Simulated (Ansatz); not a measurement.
# BBrF2 (SMILES FB(F)Br): HF/STO-3G

What is the electronic atomisation energy of BBrF2 at HF/STO-3G? 

The results are computed with Ansatz 0.2.0.

45 further runs of the same task are left out: 3 that didn't finish, 42 set aside as unsound or not needed.

## (1) The structure to begin with

The species is BBrF2 (4 atoms), meant as a singlet with charge 0. As SMILES, `FB(F)Br`. Geometry: relaxed at PBE0-D4/def2-TZVP.

Bond lengths: F1–B2 1.309 Å, B2–F3 1.309 Å, B2–Br4 1.903 Å. Angles: F1–B2–F3 119.2°, F1–B2–Br4 120.4°, F3–B2–Br4 120.4°.

## (2) The energy at HF/STO-3G

Input file run.yaml:

```yaml
crystal:
  periodic: [false, false, false]
  atoms:
    - {symbol: F, position_ang: [-0.215650, -1.366490, -0.109870]}
    - {symbol: B, position_ang: [-0.127940, -0.063330, -0.022770]}
    - {symbol: F, position_ang: [-1.212420, 0.659630, -0.144250]}
    - {symbol: Br, position_ang: [1.556010, 0.770190, 0.276890]}
basis:
  gaussian:
    orbitals: STO-3G
hamiltonian:
  xc: hf
accuracy: high
output:
  orbitals: {seedname: orbitals}
```

Launch:

```
$ ansatz run run.yaml --threads 1 --pin off --max-ram 3480MiB --events-out events.jsonl --progress --plain --runs-dir runs
```

What it wrote:

```text
Warning: RAYON_NUM_THREADS=1 ignored (pool sized by the plan → 1); use --threads N
Functional definition: HF
  name "HF"
  exchange = exact_x
  correlation = 0
518 factors; integrals over basis functions are off by at most 3.0e-8 eV
mean field evaluation 1: about -75243.9376 eV, gradient 2.9e1 eV
mean field evaluation 2: about -75244.0101 eV, gradient 2.9e1 eV
mean field evaluation 4: about -75247.0600 eV, gradient 9.5e-1 eV
mean field evaluation 8: about -75247.0610 eV, gradient 7.7e-6 eV
mean field -75247.06104125 eV, -2765.2784889762 hartree, gradient 2.0e-8 eV, S^2 0.000000; 0 other end points of the search recorded, 0 dependent functions left out
reference -75247.06104125 eV, -2765.2784889762 hartree; 29, 29 occupied and 4, 4 virtual orbitals, 518 factors
Total energy: -75247.06104125 eV, -2765.2784889762 hartree
```

It took 0.28 s on 1 thread of Arm Neoverse V1, shared host.

## (3) The B atom at the same level

Input file job.yaml:

```yaml
crystal:
  periodic: [false, false, false]
  atoms:
    - {symbol: B, position_ang: [0.000000, 0.000000, 0.000000]}
basis:
  gaussian:
    orbitals: STO-3G
magnetization:
  spin_polarized: true
  initial_magnetization: 1
hamiltonian:
  xc: hf
accuracy: high
```

Run the same way, it converges to -24.14899 Eh (log not shown).

## (4) The Br atom at the same level

Input file run.yaml:

```yaml
crystal:
  periodic: [false, false, false]
  atoms:
    - {symbol: Br, position_ang: [0.000000, 0.000000, 0.000000]}
basis:
  gaussian: {orbitals: STO-3G}
magnetization: {spin_polarized: true, initial_magnetization: 1}
hamiltonian: {xc: hf}
accuracy: high
```

Run the same way, it converges to -2544.63678 Eh (log not shown).

## (5) The F atom, same level

Input file input.yaml:

```yaml
basis:
  gaussian:
    orbitals: STO-3G
crystal:
  periodic: [false, false, false]
  atoms:
    - {symbol: F, position_ang: [0.000000, 0.000000, 0.000000]}
magnetization:
  spin_polarized: true
  initial_magnetization: 1
hamiltonian:
  xc: hf
accuracy: high
```

Run the same way, it converges to -97.98651 Eh (log not shown).

## (6) Outcome

Level: HF/STO-3G.

| quantity | value |
| --- | --- |
| molecule: total energy | -2765.27849 Eh |
| molecule: HOMO energy | -9.07 eV |
| molecule: LUMO energy | 7.77 eV |
| molecule: HOMO–LUMO gap | 16.85 eV |
| B atom: total energy | -24.14899 Eh |
| B atom: ⟨S²⟩ | 0.750 |
| Br atom: total energy | -2544.63678 Eh |
| Br atom: ⟨S²⟩ | 0.750 |
| F atom: total energy | -97.98651 Eh |
| F atom: ⟨S²⟩ | 0.750 |
| electronic atomisation energy | 14.142 eV |

What this shows: Taking the molecule apart into free atoms costs 14.14 eV (1364 kJ/mol), before zero-point energy and without spin-orbit coupling. Hartree–Fock lacks the correlation of the bonding pairs, which as a rule makes this value much too low; in minimal bases other errors can mask that. In a minimal basis such a difference can be off by several eV, whatever the method.
